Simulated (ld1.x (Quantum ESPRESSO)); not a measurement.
# Cu: generating and testing an ultrasoft potential

Do these settings give a usable potential? It is generated, then checked for transferability, scattering, ghosts and hardness.

The numbers are computed with ld1.x (Quantum ESPRESSO) 7.5 (PBEsol, scalar-relativistic, spin-unpolarised reference atom).

### 1 The atom and the settings

The settings as typed:

* element: copper (Cu, Z = 29)
* type: ultrasoft
* frozen core: [Ar]
* valence charge: 11
* reference configuration: 3d9 4s2 4p0
* partial waves: 4s (bound): rcut 1.70, rcutus 2.10 bohr; 4s channel at -0.05 Ry: rcut 1.70, rcutus 2.10 bohr; 4p (bound, empty): rcut 1.80, rcutus 2.35 bohr; 4p channel at 1.05 Ry: rcut 1.80, rcutus 2.35 bohr; 3d (bound): rcut 0.90, rcutus 1.15 bohr; 3d channel at -0.4 Ry: rcut 0.90, rcutus 1.15 bohr
* local potential: all-electron potential smoothed inside 1.00 bohr (lloc = -1)
* core correction: not asked for
* augmentation charge: PSQ, inside the norm-conserving radii

The nodes and maxima of the atom's own shells, from an earlier all-electron run, set the scale for the radii.

All-electron outer shells of the reference configuration (PBEsol, scalar-relativistic, ld1.x):

```json
{"shell": "3s", "level (eV)": "-119.70", "outermost node (bohr)": "0.29", "outermost maximum (bohr)": "0.61"}
{"shell": "3p", "level (eV)": "-77.17", "outermost node (bohr)": "0.26", "outermost maximum (bohr)": "0.62"}
{"shell": "3d", "level (eV)": "-9.55", "outermost node (bohr)": "–", "outermost maximum (bohr)": "0.60"}
{"shell": "4s", "level (eV)": "-5.83", "outermost node (bohr)": "0.88", "outermost maximum (bohr)": "2.16"}
{"shell": "4p", "level (eV)": "-1.13", "outermost node (bohr)": "0.96", "outermost maximum (bohr)": "3.10"}
```

### 2 The generation run

File Cu.in:

```
 &input
   title='Cu', zed=29., rel=1, dft='PBESOL', iswitch=3,
   config='[Ar] 3d9 4s2 4p0',
   nld=3, rlderiv=2.55, eminld=-3.0, emaxld=5.0, deld=0.02
 /
 &inputp
   pseudotype=3, tm=.true., lloc=-1, rcloc=1.00,
   nlcc=.false.,
   which_augfun='PSQ', rmatch_augfun_nc=.true.,
   file_pseudopw='Cu.UPF', file_wfcaegen='ae.wfc', file_wfcncgen='nc.wfc', file_beta='beta', file_chi='chi', file_wfcusgen='us.wfc'
 /
6
4S  1  0   2.00   0.00  1.70  2.10  0.0
4S  1  0   0.00  -0.05  1.70  2.10  0.0
4P  2  1   0.00   0.00  1.80  2.35  0.0
4P  2  1   0.00   1.05  1.80  2.35  0.0
3D  3  2   9.00   0.00  0.90  1.15  0.0
3D  3  2   0.00  -0.40  0.90  1.15  0.0
 &test
   configts(1)='3d9 4s2 4p0'
 /
```

Launch:

```bash
$ ld1.x < Cu.in > Cu.out
```

Output in Cu.out (without the banner and most projector matrices):

```text
     Program LD1 v.7.5
     --------------------------- All-electron run ----------------------------

     Cu
     scalar relativistic calculation

     atomic number is 29.00
     dft =PBESOL   lsd =0 sic =0 latt =0  beta=0.20 tr2=1.0E-14
     Exchange-correlation= PBESOL
                           (   1   4  10   8   0   0   0)
     mesh =1199 r(mesh) = 100.25372 a.u. xmin = -7.00 dx = 0.01250
     1 Ry =  13.60569312 eV, c = 137.03599908

     n l     nl                  e(Ry)          e(Ha)          e(eV)
     1 0     1S 1( 2.00)      -650.3303      -325.1652     -8848.1949
     2 0     2S 1( 2.00)       -78.4411       -39.2206     -1067.2459
     2 1     2P 1( 6.00)       -67.7778       -33.8889      -922.1643
     3 0     3S 1( 2.00)        -8.7979        -4.3989      -119.7012
     3 1     3P 1( 6.00)        -5.6717        -2.8358       -77.1668
     3 2     3D 1( 9.00)        -0.7016        -0.3508        -9.5458
     4 0     4S 1( 2.00)        -0.4286        -0.2143        -5.8314
     4 1     4P 1( 0.00)        -0.0834        -0.0417        -1.1347

     final scf error:  7.1E-15 reached in  32 iterations

     Etot =   -3306.836563 Ry,   -1653.418281 Ha,  -44991.803480 eV

     Ekin =    3355.723488 Ry,    1677.861744 Ha,   45656.943987 eV
     Encl =   -7955.520497 Ry,   -3977.760249 Ha, -108240.370520 eV
     Eh   =    1424.778840 Ry,     712.389420 Ha,   19385.103666 eV
     Exc  =    -131.818394 Ry,     -65.909197 Ha,   -1793.480614 eV

     normalization and overlap integrals

     s(1S/1S) =  1.000000  <r> =   0.0522  <r2> =    0.0037  r(max) =   0.0341
     s(2S/2S) =  1.000000  <r> =   0.2354  <r2> =    0.0654  r(max) =   0.1960
     s(2P/2P) =  1.000000  <r> =   0.2065  <r2> =    0.0523  r(max) =   0.1585
     s(3S/3S) =  1.000000  <r> =   0.7098  <r2> =    0.5825  r(max) =   0.6112
     s(3P/3P) =  1.000000  <r> =   0.7448  <r2> =    0.6559  r(max) =   0.6189
     s(3D/3D) =  1.000000  <r> =   0.9586  <r2> =    1.2501  r(max) =   0.5961
     s(4S/4S) =  1.000000  <r> =   2.7154  <r2> =    8.6447  r(max) =   2.1602
     s(4P/4P) =  1.000000  <r> =   4.3083  <r2> =   22.8730  r(max) =   3.1040

     ------------------------ End of All-electron run ------------------------

     --------------------- Generating US pseudopotential ---------------------

      Generating local potential from pseudized AE potential:
      Matching radius rcloc =   1.0000

      Local pseudo, rcloc= 1.008 Estimated cut-off energy=    24.52 Ry
      Wfc-us  4S rcutus= 2.081  Estimated cut-off energy=    10.15 Ry
      Wfc-us  4S rcutus= 2.081  Estimated cut-off energy=    10.72 Ry
      Wfc-us  4P rcutus= 2.358  Estimated cut-off energy=    13.00 Ry
      Wfc-us  4P rcutus= 2.358  Estimated cut-off energy=    14.95 Ry
      Wfc-us  3D rcutus= 1.142  Estimated cut-off energy=    88.41 Ry
      Wfc-us  3D rcutus= 1.142  Estimated cut-off energy=    90.14 Ry

     Q pseudized with Bessel functions
     Expected ecutrho=     511.0376 due to l1=  2   l2=  2

     ------------------- End of pseudopotential generation -------------------

     [... the all-electron block is printed once more ...]


     Computing logarithmic derivative in   2.55736
     Computing logarithmic derivative in   2.55736
     Computing the partial wave expansion
     R is outside the sphere for l=    0 j= 0.00
     R is outside the sphere for l=    0 j= 0.00
     R is outside the sphere for l=    1 j= 0.00
     R is outside the sphere for l=    1 j= 0.00
     R is outside the sphere for l=    2 j= 0.00
     R is outside the sphere for l=    2 j= 0.00

     ---------------------- Testing the pseudopotential ----------------------

     Cu
     scalar relativistic calculation

     atomic number is 29.00   valence charge is 11.00
     dft =PBESOL   lsd =0 sic =0 latt =0  beta=0.20 tr2=1.0E-14
     mesh =1199 r(mesh) = 100.25372 xmin = -7.00 dx = 0.01250

     n l     nl             e AE (Ry)        e PS (Ry)    De AE-PS (Ry)
     3 2     3D   1( 9.00)       -0.70160       -0.70161        0.00001
     1 0     4S   1( 2.00)       -0.42860       -0.42860        0.00000
     2 1     4P   1( 0.00)       -0.08340       -0.08340       -0.00000

     eps = 3.3E-15  iter =  4

     Etot =   -3306.836563 Ry,   -1653.418281 Ha,  -44991.803480 eV
     Etotps =   -99.073130 Ry,     -49.536565 Ha,   -1347.958603 eV

     Ekin =      65.480653 Ry,      32.740327 Ha,     890.909671 eV
     Encl =    -290.459123 Ry,    -145.229561 Ha,   -3951.897686 eV
     Ehrt =      96.533344 Ry,      48.266672 Ha,    1313.403055 eV
     Ecxc =     -15.016550 Ry,      -7.508275 Ha,    -204.310576 eV
     Epseu=      44.388546 Ry,      22.194273 Ha,     603.936933 eV

     ---------------------- End of pseudopotential test ----------------------
```

Wall time 3.8 s (1 thread of AMD EPYC 7R43, shared host). This counts the later configuration tests of the new file too.

All-electron and pseudo partial waves u(r) = r·R(r), from the program's wave files:

```csv
r (bohr),3d AE,3d PS
0.118,0.1532,0.0118
0.235,0.5109,0.0847
0.353,0.8058,0.2450
0.470,0.9627,0.4633
0.588,1.0086,0.6798
0.705,0.9851,0.8275
0.822,0.9261,0.8782
0.940,0.8514,0.8459
1.058,0.7729,0.7732
1.175,0.6973,0.6973
1.292,0.6265,0.6265
1.410,0.5611,0.5611
1.528,0.5022,0.5022
1.645,0.4497,0.4497
1.763,0.4025,0.4025
1.880,0.3608,0.3608
1.998,0.3233,0.3233
2.115,0.2901,0.2901
2.232,0.2606,0.2606
2.350,0.2339,0.2339
2.468,0.2101,0.2101
2.585,0.1890,0.1890
2.702,0.1701,0.1701
2.820,0.1530,0.1530
2.938,0.1376,0.1376
3.055,0.1240,0.1240
```

### 3 Transferability test

File Cu.test.in:

```
 &input
   title='Cu', zed=29., rel=1, dft='PBESOL', iswitch=2,
   config='[Ar] 3d9 4s2 4p0'
 /
 &test
   file_pseudo='Cu.UPF', nconf=8,
   configts(1)='3d9 4s2 4p0',
   configts(2)='3d10 4s1 4p0',
   configts(3)='3d10 4s0 4p0',
   configts(4)='3d9 4s0 4p0',
   configts(5)='3d9 4s1 4p1',
   configts(6)='3d10 4s0.5 4p0',
   configts(7)='3d8 4s0 4p0',
   configts(8)='3d7 4s0 4p0'
 /
```

Launch:

```bash
$ ld1.x < Cu.test.in > Cu.test.out
```

Cu.test.out, the pseudopotential blocks:

```text
     ---------------------- Testing the pseudopotential ----------------------

     Cu
     scalar relativistic calculation

     atomic number is 29.00   valence charge is 11.00
     dft =PBESOL   lsd =0 sic =0 latt =0  beta=0.20 tr2=1.0E-14
     mesh =1199 r(mesh) = 100.25372 xmin = -7.00 dx = 0.01250

     n l     nl             e AE (Ry)        e PS (Ry)    De AE-PS (Ry)
     3 2     3D   1( 9.00)       -0.70160       -0.70161        0.00001
     1 0     4S   1( 2.00)       -0.42860       -0.42860        0.00000
     2 1     4P   1( 0.00)       -0.08340       -0.08340       -0.00000

     eps = 3.4E-15  iter =  4

     Etot =   -3306.836563 Ry,   -1653.418281 Ha,  -44991.803480 eV
     Etotps =   -99.073130 Ry,     -49.536565 Ha,   -1347.958602 eV

     Ekin =      65.480653 Ry,      32.740327 Ha,     890.909672 eV
     Encl =    -290.459123 Ry,    -145.229561 Ha,   -3951.897686 eV
     Ehrt =      96.533344 Ry,      48.266672 Ha,    1313.403055 eV
     Ecxc =     -15.016550 Ry,      -7.508275 Ha,    -204.310576 eV
     Epseu=      44.388546 Ry,      22.194273 Ha,     603.936933 eV

     ---------------------- End of pseudopotential test ----------------------

     ---------------------- Testing the pseudopotential ----------------------

     Cu
     [...]
     n l     nl             e AE (Ry)        e PS (Ry)    De AE-PS (Ry)
     3 2     3D   1(10.00)       -0.37181       -0.36868       -0.00313
     1 0     4S   1( 1.00)       -0.33866       -0.34036        0.00171
     2 1     4P   1( 0.00)       -0.04672       -0.04741        0.00069

     eps = 3.8E-15  iter =  9

     Etot =   -3306.982469 Ry,   -1653.491235 Ha,  -44993.788637 eV
     Etotps =   -99.215835 Ry,     -49.607918 Ha,   -1349.900209 eV
     dEtot_ae =      -0.145906 Ry
     dEtot_ps =      -0.142705 Ry,   Delta E=      -0.003201 Ry

     [...]
     ---------------------- End of pseudopotential test ----------------------

     ---------------------- Testing the pseudopotential ----------------------

     Cu
     [...]
     n l     nl             e AE (Ry)        e PS (Ry)    De AE-PS (Ry)
     3 2     3D   1(10.00)       -1.00265       -0.99675       -0.00590  !
     1 0     4S   1( 0.00)       -0.86543       -0.86705        0.00162
     2 1     4P   1( 0.00)       -0.46986       -0.47143        0.00158

     eps = 1.6E-16  iter =  9

     Etot =   -3306.386894 Ry,   -1653.193447 Ha,  -44985.685432 eV
     Etotps =   -98.618264 Ry,     -49.309132 Ha,   -1341.769831 eV
     dEtot_ae =       0.449668 Ry
     dEtot_ps =       0.454866 Ry,   Delta E=      -0.005198 Ry

     [...]
     ---------------------- End of pseudopotential test ----------------------

     ---------------------- Testing the pseudopotential ----------------------

     Cu
     [...]
     n l     nl             e AE (Ry)        e PS (Ry)    De AE-PS (Ry)
     3 2     3D   1( 9.00)       -2.17590       -2.16956       -0.00634  !
     1 0     4S   1( 0.00)       -1.62772       -1.62246       -0.00526  !
     2 1     4P   1( 0.00)       -1.11166       -1.10791       -0.00375

     eps = 7.8E-16  iter =  9

     Etot =   -3304.820424 Ry,   -1652.410212 Ha,  -44964.372515 eV
     Etotps =   -97.058856 Ry,     -48.529428 Ha,   -1320.553004 eV
     dEtot_ae =       2.016139 Ry
     dEtot_ps =       2.014274 Ry,   Delta E=       0.001864 Ry

     [...]
     ---------------------- End of pseudopotential test ----------------------

     ---------------------- Testing the pseudopotential ----------------------

     Cu
     [...]
     n l     nl             e AE (Ry)        e PS (Ry)    De AE-PS (Ry)
     3 2     3D   1( 9.00)       -0.85280       -0.85216       -0.00064
     1 0     4S   1( 1.00)       -0.52567       -0.52548       -0.00019
     2 1     4P   1( 1.00)       -0.15459       -0.15463        0.00004

     eps = 9.5E-15  iter = 14

     Etot =   -3306.478047 Ry,   -1653.239023 Ha,  -44986.925620 eV
     Etotps =   -98.714665 Ry,     -49.357332 Ha,   -1343.081437 eV
     dEtot_ae =       0.358516 Ry
     dEtot_ps =       0.358465 Ry,   Delta E=       0.000051 Ry

     [...]
     ---------------------- End of pseudopotential test ----------------------

     ---------------------- Testing the pseudopotential ----------------------

     Cu
     [...]
     n l     nl             e AE (Ry)        e PS (Ry)    De AE-PS (Ry)
     3 2     3D   1(10.00)       -0.67206       -0.66799       -0.00408
     1 0     4S   1( 0.50)       -0.59247       -0.59452        0.00205
     2 1     4P   1( 0.00)       -0.24447       -0.24584        0.00136

     eps = 6.4E-16  iter =  9

     Etot =   -3306.750637 Ry,   -1653.375319 Ha,  -44990.634404 eV
     Etotps =   -98.983021 Ry,     -49.491510 Ha,   -1346.732603 eV
     dEtot_ae =       0.085926 Ry
     dEtot_ps =       0.090109 Ry,   Delta E=      -0.004184 Ry

     [...]
     ---------------------- End of pseudopotential test ----------------------

     ---------------------- Testing the pseudopotential ----------------------

     Cu
     [...]
     n l     nl             e AE (Ry)        e PS (Ry)    De AE-PS (Ry)
     3 2     3D   1( 8.00)       -3.59268       -3.60364        0.01097  !
     1 0     4S   1( 0.00)       -2.51736       -2.50283       -0.01452  !
     2 1     4P   1( 0.00)       -1.89446       -1.88273       -0.01173  !

     eps = 1.9E-16  iter =  9

     Etot =   -3301.954541 Ry,   -1650.977271 Ha,  -44925.380194 eV
     Etotps =   -94.192332 Ry,     -47.096166 Ha,   -1281.551965 eV
     dEtot_ae =       4.882022 Ry
     dEtot_ps =       4.880798 Ry,   Delta E=       0.001224 Ry

     [...]
     ---------------------- End of pseudopotential test ----------------------

     ---------------------- Testing the pseudopotential ----------------------

     Cu
     [...]
     n l     nl             e AE (Ry)        e PS (Ry)    De AE-PS (Ry)
     3 2     3D   1( 7.00)       -5.21100       -5.26428        0.05328  !
     1 0     4S   1( 0.00)       -3.51383       -3.48836       -0.02547  !
     2 1     4P   1( 0.00)       -2.79501       -2.78799       -0.00702  !

     eps = 6.5E-17  iter =  9

     Etot =   -3297.568566 Ry,   -1648.784283 Ha,  -44865.705963 eV
     Etotps =   -89.776170 Ry,     -44.888085 Ha,   -1221.467016 eV
     dEtot_ae =       9.267997 Ry
     dEtot_ps =       9.296960 Ry,   Delta E=      -0.028964 Ry

     [...]
     ---------------------- End of pseudopotential test ----------------------
```

The tests as a table, with energies relative to 3d9 4s2 4p0.

```tsv
valence configuration	charge	ΔE all-electron (eV)	error AE − PS (meV)
3d10 4s1 4p0	0	-1.985	-44
3d10 4s0 4p0	+1	6.118	-71
3d9 4s0 4p0	+2	27.431	+25
3d9 4s1 4p1	0	4.878	+0.7
3d10 4s0.5 4p0	+0.5	1.169	-57
3d8 4s0 4p0	+3	66.423	+17
3d7 4s0 4p0	+4	126.098	-394
```

### 4 Does it scatter like the atom?

Taken from the files of the generation run. The phase is arctan(r·u′/u) with u = r·R, unwrapped, with energies in Ry. A pole is an energy at which the radial function vanishes at the test radius. The pseudo phase is shifted by a multiple of π to meet the all-electron one at the reference energy. Levels narrower than the energy grid can be missing from the poles. The last column is the largest difference on the grid between −1 and +1 Ry.

| channel | radius (bohr) | reference (Ry) | poles AE | poles PS | window around the reference with phases within 0.05 rad (Ry) | largest difference near zero (rad) |
| --- | --- | --- | --- | --- | --- | --- |
| s | 2.56 | -0.43 | 1.17 | 1.17 | below 4.1 | 0.000 |
| p | 2.56 | -0.08 | 2.24 | 2.23, 3.29 | below 3.1 | 0.000 |
| d | 2.56 | -0.70 | -0.62, 4.17 | -0.62, 4.16 | the whole range | 0.001 |

Phases (rad) along the scan:

```csv
E (Ry),d AE,d PS,p AE,p PS
-3.00,1.354,1.354,1.327,1.327
-2.52,1.335,1.335,1.301,1.301
-2.04,1.309,1.309,1.266,1.265
-1.56,1.268,1.268,1.212,1.212
-1.08,1.164,1.164,1.123,1.123
-0.60,-1.612,-1.612,0.946,0.946
-0.12,-1.878,-1.878,0.472,0.472
0.36,-2.004,-2.005,-0.590,-0.590
0.84,-2.209,-2.209,-1.184,-1.184
1.32,-2.703,-2.705,-1.399,-1.399
1.80,-3.682,-3.686,-1.507,-1.507
2.28,-4.255,-4.258,-1.576,-1.577
2.76,-4.479,-4.480,-1.630,-1.637
3.24,-4.592,-4.593,-1.679,-4.357
3.72,-4.663,-4.664,-1.734,-4.845
4.20,-4.715,-4.717,-1.803,-4.912
4.68,-4.761,-4.762,-1.911,-5.000
```

### 5 Cutoff and ghost test in a Bessel basis

A separate test, outside the generator: the pseudo-atom's Hamiltonian at the reference potential is diagonalised in spherical Bessel functions j_l(qr) that vanish at 20 bohr, with q² up to the cutoff.

All-electron valence levels (Ry): 4s -0.4286, 4p -0.0834, 3d -0.7016. The lowest levels of each channel (Ry) by cutoff; the last column sums, over occupied levels, occupation times the distance from the level at 400 Ry. A positive value at high cutoff is not a bound level.

```csv
cutoff (Ry),s #1,s #2,p #1,d #1,f #1,Σ f·Δε (mRy)
8,-0.4283,0.0070,-0.0833,0.0654,0.1142,6903.8
21,-8.2347,-0.4286,-0.0834,0.0651,0.1142,6900.5
40,-15.1975,-0.4286,-0.0834,0.0630,0.1142,6881.4
70,-16.4801,-0.4286,-0.0834,-0.6929,0.1142,78.1
110,-16.5719,-0.4286,-0.0834,-0.7007,0.1142,8.2
160,-16.5758,-0.4286,-0.0834,-0.7015,0.1142,1.0
200,-16.5759,-0.4286,-0.0834,-0.7016,0.1142,0.3
400,-16.5759,-0.4286,-0.0834,-0.7016,0.1142,0.0
```

The sum stays within 10 mRy from 110 Ry and within 1 mRy from 160 Ry. The sum leaves out empty levels, which can need more. Ghost test: ghost state, bound below the all-electron valence or empty levels of the same l: s at -225.5 eV.

### 6 What came out

| quantity | value |
| --- | --- |
| cutoffs for 10 and 1 mRy, occupied levels | 110 Ry and 160 Ry |
| bound ghosts | s at -225.53 eV |
| largest test error (AE − PS) | -394 meV, for 3d7 4s0 4p0 |
| largest phase difference near zero energy, channels read | 0.001 rad |
| lowest eigenvalue of the overlap (Bessel basis) | 0.192 (s) |
| density cutoff estimated by the generator | 511 Ry |

What this shows: It has a bound ghost (s), a state that the atom doesn't have, and that rules the file out. The worst unpolarised test, 3d7 4s0 4p0, is off by 394 meV on 126.1 eV; by total energies transferability rates as poor. That test lies far up in energy; among those under 40 eV, nearer to bonding, the largest error is 71 meV. It counts as hard, with 110 Ry needed at the looser tolerance. The slowest occupied level is 3d: taken alone it needs 110 Ry to come within 1 mRy, against 8 Ry for 4s. Near zero energy the phases of the channels with partial waves agree within 0.001 rad.
